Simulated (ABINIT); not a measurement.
CuSn (Sorosite):

```
CELL_PARAMETERS angstrom
4.19000 0.00000 0.00000
-2.09500 3.62865 0.00000
0.00000 0.00000 5.08600
ATOMIC_POSITIONS crystal
Sn 0.66667 0.33333 0.75000
Sn 0.33333 0.66667 0.25000
Cu 0.00000 0.00000 0.50000
Cu 0.00000 0.00000 0.00000
```

| Item | Value |
| --- | --- |
| Program | ABINIT 10.8.3 (patched build) |
| Task | relaxation of cell and atoms |
| Functional | LDA |
| Potentials or basis | JTH PAW LDA v2.0 |
| Cutoff | 707 eV |
| k mesh | 7 × 7 × 5 |
| Occupations | fermi-dirac, width 0.05 eV |
| Spin | no spin polarisation |

At the start: pressure -7.2 GPa; volume 19.33 Å³/atom.

How do energy, volume and symmetry change on relaxing?

Over 8 steps the energy falls by 40.2 meV/atom and the volume is 17.70 Å³/atom (-8.5 %); space group P6_3/mmc (No. 194, to 0.05 Å).

The path:
```
step  energy change (eV)  largest force (eV/Å)  pressure (GPa)  volume (Å³)
   1              0.0000                0.0000           -7.16        77.33
   2             -0.0677                0.0000           -5.68        75.65
   3             -0.1577                0.0000            1.15        70.00
   4             -0.1605                0.0000           -0.09        70.86
   5             -0.1606                0.0000            0.00        70.80
   6             -0.1609                0.0000            0.11        70.72
   7             -0.1610                0.0000            0.07        70.75
   8             -0.1610                0.0000            0.01        70.79
```

Final structure:
```
Sn Cu
1.0
     4.05670    0.00000    0.00000
    -2.02835    3.51321    0.00000
     0.00000    0.00000    4.96692
Sn Cu
2 2
Direct
  0.66667 0.33333 0.75000
  0.33333 0.66667 0.25000
  0.00000 0.00000 0.50000
  0.00000 0.00000 0.00000
```
